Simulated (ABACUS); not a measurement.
An input for ABACUS 3.10.1 (HfIn4SiO6):

INPUT

```
INPUT_PARAMETERS
suffix              HfIn4SiO6
calculation         cell-relax
basis_type          pw
pseudo_dir          ./
symmetry            1
dft_functional      pbesol
ecutwfc             55
pseudo_rcut         10
nspin               1
nbands              63
ks_solver           dav
smearing_method     fd
smearing_sigma      0.00367493
scf_thr             1e-08
scf_nmax            100
mixing_type         broyden
mixing_beta         0.7
cal_force           1
cal_stress          1
ecutrho             440
relax_nmax          60
force_thr_ev        0.005
relax_method        cg
out_stru            1
stress_thr          0.5
kpar                4
```

Contents of STRU:

```
ATOMIC_SPECIES
Hf 178.4900 Hf-sp.oncvpsp.upf
In 114.8180 In.pbe-dn-rrkjus_psl.0.2.2.UPF
Si 28.0850 Si.pbe-n-rrkjus_psl.1.0.0.UPF
O 15.9990 O.pbe-n-kjpaw_psl.0.1.UPF

LATTICE_CONSTANT
1.8897261246

LATTICE_VECTORS
5.6986700000 0.0038100000 0.0155900000
-0.7050600000 6.1081500000 -0.0057500000
-2.7371800000 -1.3955700000 6.6307600000

ATOMIC_POSITIONS
Direct

Hf
0.0
1
0.1179300000 0.0155600000 0.1329200000 1 1 1

In
0.0
4
0.3884200000 0.9990100000 0.7289100000 1 1 1
0.7586500000 0.0084200000 0.4958600000 1 1 1
0.2346100000 0.4884100000 0.5330000000 1 1 1
0.5964900000 0.4821100000 0.2052800000 1 1 1

Si
0.0
1
0.8677800000 0.4402900000 0.8554400000 1 1 1

O
0.0
6
0.5531600000 0.3873800000 0.7929000000 1 1 1
0.9345400000 0.3848300000 0.6559600000 1 1 1
0.9841400000 0.2621800000 0.0034700000 1 1 1
0.9908300000 0.6980600000 0.9845200000 1 1 1
0.0866500000 0.0649300000 0.3937400000 1 1 1
0.4868000000 0.1088300000 0.2179900000 1 1 1
```

KPT

```
K_POINTS
0
Gamma
3 3 3 0 0 0
```

Potentials or basis: SSSP 1.3 efficiency PBE, plane waves.

Run with:

```sh
$ OMP_NUM_THREADS=1 mpirun -np 4 abacus > log
```

Q: How does this run end?

A: The run stopped without a result. It printed:

running log:

```text
ABACUS v3.10.1

               Atomic-orbital Based Ab-initio Computation at UStc

 ------------------------------------------------------------------------------------

 READING GENERAL INFORMATION
                           global_out_dir = OUT.HfIn4SiO6/
                           global_in_card = INPUT
                               pseudo_dir = ./
[... 120 lines left out ...]
 XC functional updated to : pbesol
          exchange-correlation functional = PBESOL
 !!!!!!!!!!!!!!!!!!!!!!!!!!!!!!!!!!!!!!!!!!!!!!!!!!!!!!!!!
                         NOTICE
 !!!!!!!!!!!!!!!!!!!!!!!!!!!!!!!!!!!!!!!!!!!!!!!!!!!!!!!!!

 PAW POTENTIAL IS NOT SUPPORTED
 CHECK IN FILE : OUT.HfIn4SiO6/warning.log

 !!!!!!!!!!!!!!!!!!!!!!!!!!!!!!!!!!!!!!!!!!!!!!!!!!!!!!!!!
                         NOTICE
 !!!!!!!!!!!!!!!!!!!!!!!!!!!!!!!!!!!!!!!!!!!!!!!!!!!!!!!!!
 Check in file : OUT.HfIn4SiO6/warning.log
```

On the terminal:

```text
ABACUS
v3.10.1

               Atomic-orbital Based Ab-initio Computation at UStc

 dft_functional readin is: pbesol
 dft_functional in pseudopot file is: PBE
 Please make sure this is what you need
 dft_functional readin is: pbesol
 dft_functional in pseudopot file is: PBE
 Please make sure this is what you need
 dft_functional readin is: pbesol
 dft_functional in pseudopot file is: PBE
 Please make sure this is what you need

 !!!!!!!!!!!!!!!!!!!!!!!!!!!!!!!!!!!!!!!!!!!!!!!!!!!!!!!!!
                         NOTICE
 !!!!!!!!!!!!!!!!!!!!!!!!!!!!!!!!!!!!!!!!!!!!!!!!!!!!!!!!!

 PAW POTENTIAL IS NOT SUPPORTED
 CHECK IN FILE : OUT.HfIn4SiO6/warning.log

 !!!!!!!!!!!!!!!!!!!!!!!!!!!!!!!!!!!!!!!!!!!!!!!!!!!!!!!!!
                         NOTICE
 !!!!!!!!!!!!!!!!!!!!!!!!!!!!!!!!!!!!!!!!!!!!!!!!!!!!!!!!!
```
